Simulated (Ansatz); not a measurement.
**NaCl (Fm-3m): an equation of state far from equilibrium**

The task here is to estimate one member of a computed series from the others.

The COD entry's cell or inner coordinates are ideal or old and differ from later refinements, so a difference from it is no clean test against experiment.

Program: Ansatz 0.2.0. Level of theory: DFT PBE, scalar-relativistic, plane waves, PAW. These are calculated values, not measurements.

## The structure to begin with

Symmetry: Fm-3m, No. 225, cubic system. The conventional cell has a = 5.696 Å, b = 5.696 Å, c = 5.696 Å, α = 90.00°, β = 90.00°, γ = 90.00°. Around Na (site symmetry m-3m) lie 6 Cl at 2.85 Å. Cl (site symmetry m-3m) is surrounded by 6 Na at 2.85 Å.

Coordinates:

```
Na Cl
1.0
     0.00000    2.84797    2.84797
     2.84797    0.00000    2.84797
     2.84797    2.84797    0.00000
Na Cl
1 1
Cartesian
  0.0000 0.0000 0.0000
  2.8480 2.8480 2.8480
```

This cell comes from an earlier session at PBE: 23.100 Å³/atom at 0.00 GPa, on a 8×8×8 mesh.

Set-up of the first run:

Input file input.yaml:

```yaml
crystal:
  lattice:
    - [0.0, 2.8094794181, 2.8094794181]
    - [2.8094794181, 0.0, 2.8094794181]
    - [2.8094794181, 2.8094794181, 0.0]
  atoms:
    - { symbol: Na, position: [0.0, 0.0, 0.0] }
    - { symbol: Cl, position: [0.5, 0.5, 0.5] }
basis:
  ecutwfc: 420
  ecutrho_ratio: 4
kpoints:
  mp_grid: { grid: [8, 8, 8] }
hamiltonian:
  xc: pbe
scf:
  occupations: { method: gaussian, width: 0.05 }
output:
  forces: true
  stress: true
  eigenvalues: true
```

The run is started by

```console
$ ansatz run input.yaml --threads 1 --pin off --max-ram 2560MiB --backend cpu --events-out ev --progress --plain --runs-dir out
```

Steps of the session up to this table: Volume × 0.96; Volume × 1.04; Volume × 0.92; Volume × 0.88; Volume × 0.84; Volume × 0.8; Volume × 0.76; Volume × 0.72.

One of the session's tables, all rows but one given; the rest of the session is left out.

It belongs to the step «The curve». 

| volume (Å³/atom) | energy above the lowest (meV/atom) | pressure (GPa) | gap on the mesh (eV) |
| --- | --- | --- | --- |
| 16.632 | 246.7 | 16.6 | 6.55 |
| 17.556 | 163.9 | 12.3 | 6.24 |
| 18.480 | 103.4 | 8.8 | 5.97 |
| 19.404 | ? | ? | ? |
| 20.328 | 31.2 | 4.1 | 5.51 |
| 21.252 | 12.7 | 2.4 | 5.32 |
| 22.176 | 2.9 | 1.1 | 5.15 |
| 23.100 | 0.0 | 0.0 | 5.00 |
| 24.024 | 2.5 | -0.8 | 4.85 |

Estimate the missing values for volume (Å³/atom) = 19.404.

Worked estimate for «energy above the lowest (meV/atom)». A straight line through the neighbours (18.480, 103.4) and (20.328, 31.2) gives 103.4 + (31.2 − 103.4) × (19.404 − 18.480) / (20.328 − 18.480) = 67.3; a parabola fitted to 4 rows on both sides gives 60.3.

The run gave: energy above the lowest (meV/atom): 60.4; pressure (GPa): 6.2; gap on the mesh (eV): 5.73. In «energy above the lowest (meV/atom)» the line misses by +6.9 and the parabola by -0.1.

To keep in mind: Other structures may be lower in enthalpy at these pressures.
